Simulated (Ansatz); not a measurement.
# CrPb: magnetic states

One table from this session's results is given with a row withheld; the runs are named, their logs left out.

Method: DFT PBEsol, scalar-relativistic, plane waves, PAW, in Ansatz 0.2.0.

**The system as given**

It takes space group Pm-3m (No. 221, cubic). Conventional cell: a = 3.391 Å, b = 3.391 Å, c = 3.391 Å, α = 90.00°, β = 90.00°, γ = 90.00°. Around Cr (site symmetry m-3m) lie 8 Pb at 2.94 Å. Pb (site symmetry m-3m) is surrounded by 8 Cr at 2.94 Å.

Structure file:

```
CELL_PARAMETERS angstrom
3.39138 0.00000 0.00000
0.00000 3.39138 0.00000
0.00000 0.00000 3.39138
ATOMIC_POSITIONS crystal
Cr 0.00000 0.00000 0.00000
Pb 0.50000 0.50000 0.50000
```

This is a hypothetical structure, made by putting the elements on a prototype's sites.

The first run:

(A quick probe on a coarse mesh, which set the mesh and smearing, is not shown.)

Input file input.yaml:

```yaml
crystal:
  lattice:
    - [3.3913767696, 0.0, 0.0]
    - [0.0, 3.3913767696, 0.0]
    - [0.0, 0.0, 3.3913767696]
  atoms:
    - { symbol: Cr, position: [0.0, 0.0, 0.0], spin: 3.9 }
    - { symbol: Pb, position: [0.5, 0.5, 0.5] }
basis:
  ecutwfc: 420
kpoints:
  mp_grid: { grid: [12, 12, 12] }
hamiltonian:
  xc: pbesol
scf:
  occupations: { method: gaussian, width: 0.1 }
output:
  forces: true
  stress: true
  eigenvalues: true
  populations: true
magnetization:
  spin_polarized: true
relax:
  adjacent_minimum: "off"
  f_tol: 0.01
  max_steps: 80
  cell: { stress_tol: 0.05 }
```

Steps of the session up to this table: The relaxation; Second relaxation; Start: no spin polarisation; Magnetic start: ferromagnetic; Magnetic start: large parallel starting moments; Magnetic start: antiferromagnetic, doubled cell, propagation vector (0, 0, 1/2); Start: antiferromagnetic, doubled cell, propagation vector (0, 1/2, 1/2); Start: antiferromagnetic, doubled cell, propagation vector (1/2, 1/2, 1/2); Start: small parallel starting moments.

One table of the session follows, with a row left open; its other results are not shown here.

It belongs to the step «The magnetic starts in order of energy». 

```
                                                              start  energy above the lowest (meV/atom)  pressure (GPa)
antiferromagnetic, doubled cell, propagation vector (1/2, 1/2, 1/2)                                0.00            -1.6
  antiferromagnetic, doubled cell, propagation vector (0, 1/2, 1/2)                                92.6            -1.6
    antiferromagnetic, doubled cell, propagation vector (0, 0, 1/2)                                   ?               ?
                                                      ferromagnetic                                 123             0.0
                                    large parallel starting moments                                 123             0.0
                                    small parallel starting moments                                 123             0.0
                                                            no spin                                 615           -15.0
```

Estimate the missing values for antiferromagnetic, doubled cell, propagation vector (0, 0, 1/2).

As computed: energy above the lowest (meV/atom): 99.6; pressure (GPa): -1.3. In the column «energy above the lowest (meV/atom)» it lies between antiferromagnetic, doubled cell, propagation vector (0, 1/2, 1/2) (92.6) and ferromagnetic (123).

Limits of these values: Only these starts were tried, so a lower state is not ruled out.
